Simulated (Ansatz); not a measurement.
# AlClH₄N₂: a ladder of functionals and wavefunction methods

How much do the methods differ for AlClH₄N₂? The plan is to run it at one geometry with functionals of several rungs and with coupled cluster, and see how far each lands from CCSD(T) at the basis-set limit for the atomisation energy.

Method: functionals in def2-TZVPP, the program's frozen cores in correlated methods; program: Ansatz 0.2.0, Gaussian basis.

The runs, in order: LDA (SPW92), PBE-D4, revPBE-D4, BLYP-D4, r2SCAN-D4, B97M-V, PBE0-D4, B3LYP-D4, r2SCANh-D4, r2SCAN0-D4, HSE06-D4, BHLYP-D4, CAM-B3LYP-D4, LC-ωPBE, ωB97X-V, ωB97M-V, B2PLYP, PBE-QIDH; CCSD(T)/def2-SVP; CCSD(T)/def2-TZVPP; MP2/def2-QZVPP; extrapolation to the limit; RPA on PBE.

## 1. The relaxed structure

All runs share one geometry, relaxed beforehand with PBE0-D4 in a triple-zeta def2 set.

SMILES `[NH2][Al]([NH2])[Cl]`, 8 atoms, charge 0, spin multiplicity 1.

Atoms are counted from 1 here; the program's logs count them from 0.

Bond lengths: N1–Al2 1.758 Å, N1–H5 1.006 Å, N1–H6 1.006 Å, Al2–N3 1.758 Å, Al2–Cl4 2.099 Å, N3–H7 1.006 Å, N3–H8 1.006 Å. Angles: Al2–N1–H5 123.6°, Al2–N1–H6 125.8°, H5–N1–H6 110.6°, N1–Al2–N3 123.5°, N1–Al2–Cl4 118.2°, N3–Al2–Cl4 118.2°, Al2–N3–H7 125.8°, Al2–N3–H8 123.6°, H7–N3–H8 110.6°.

## 2. LDA

This LDA is Slater exchange with PW92 correlation.

The input, in.yaml:

```yaml
crystal:
  periodic: [false, false, false]
  atoms:
    - {symbol: N, position_ang: [-0.490331, 1.487443, -0.172881]}
    - {symbol: Al, position_ang: [-0.217329, -0.236934, -0.376950]}
    - {symbol: N, position_ang: [0.829588, -1.184299, 0.670004]}
    - {symbol: Cl, position_ang: [-1.193692, -1.217166, -1.955114]}
    - {symbol: H, position_ang: [-1.089700, 2.030537, -0.771435]}
    - {symbol: H, position_ang: [-0.082640, 2.067595, 0.540633]}
    - {symbol: H, position_ang: [1.349833, -0.832960, 1.456005]}
    - {symbol: H, position_ang: [0.986471, -2.171416, 0.554037]}
basis:
  gaussian: {orbitals: def2-TZVPP}
hamiltonian: {xc: lda}
output: {orbitals: {seedname: orbitals}}
```

Started as:

```
> ansatz run in.yaml --threads 4 --pin off --events-out ev --progress --plain --max-ram 10444MiB
```

After this run come: PBE-D4 (GGA); revPBE-D4 (GGA); BLYP-D4 (GGA); r2SCAN-D4 (meta-GGA); B97M-V (meta-GGA); PBE0-D4 (hybrid); B3LYP-D4 (hybrid); r2SCANh-D4 (hybrid); r2SCAN0-D4 (hybrid); HSE06-D4 (hybrid); BHLYP-D4 (hybrid); CAM-B3LYP-D4 (range-separated); LC-ωPBE (range-separated); ωB97X-V (range-separated); ωB97M-V (range-separated); B2PLYP (double hybrid); PBE-QIDH (double hybrid); CCSD(T) in def2-SVP; CCSD(T) in def2-TZVPP; MP2 in def2-QZVPP; RPA on PBE orbitals.

**Question.** What will the summary of the whole plan be? Wanted: atomisation energy, CCSD(T)/CBS; farthest beyond LDA; mean size of error, GGA; mean size of error, meta-GGA; mean size of error, hybrid; mean size of error, range-separated; mean size of error, double hybrid; gap, smallest and largest; T1 diagnostic.

The runs gave:

| quantity | value |
| --- | --- |
| atomisation energy, CCSD(T)/CBS | 661.7 kcal/mol |
| functionals within 3.3 kcal/mol (0.5 %) | BLYP-D4, B97M-V, B3LYP-D4, CAM-B3LYP-D4, ωB97X-V, ωB97M-V |
| farthest beyond LDA | BHLYP-D4 (-22.5 kcal/mol) |
| mean size of error, GGA | 6.5 kcal/mol |
| mean size of error, meta-GGA | 2.3 kcal/mol |
| mean size of error, hybrid | 10.8 kcal/mol |
| mean size of error, range-separated | 2.6 kcal/mol |
| mean size of error, double hybrid | 10.8 kcal/mol |
| gap, smallest and largest | 4.82 eV (BLYP-D4), 12.21 eV (LC-ωPBE) |
| T1 diagnostic | 0.0089 |
| triples share of the correlation energy | 3.7 % |

**Reading.** The LDA atomisation energy is off by 85.6 kcal/mol (13 %): it overbinds. PBE-D4 misses by +5.9 kcal/mol. Double hybrids carry the basis error of their MP2 part in triple zeta, and no dispersion term here, so their miss is partly the set-up's. The rungs meta-GGA, range-separated miss on average by less than the doubt on the reference (3.3 kcal/mol), so they tie. The reference freezes the cores and leaves out relativity and excitations past (T), so misses under about 3.3 kcal/mol can't be ranked. Hartree-Fock recovers 69 % of the binding; the rest is correlation. CCSD(T) in def2-SVP is off by -58.9 kcal/mol, which most functionals beat. The gap grows from 4.8 to 12.2 eV across the functionals, mostly with the share of exact exchange.
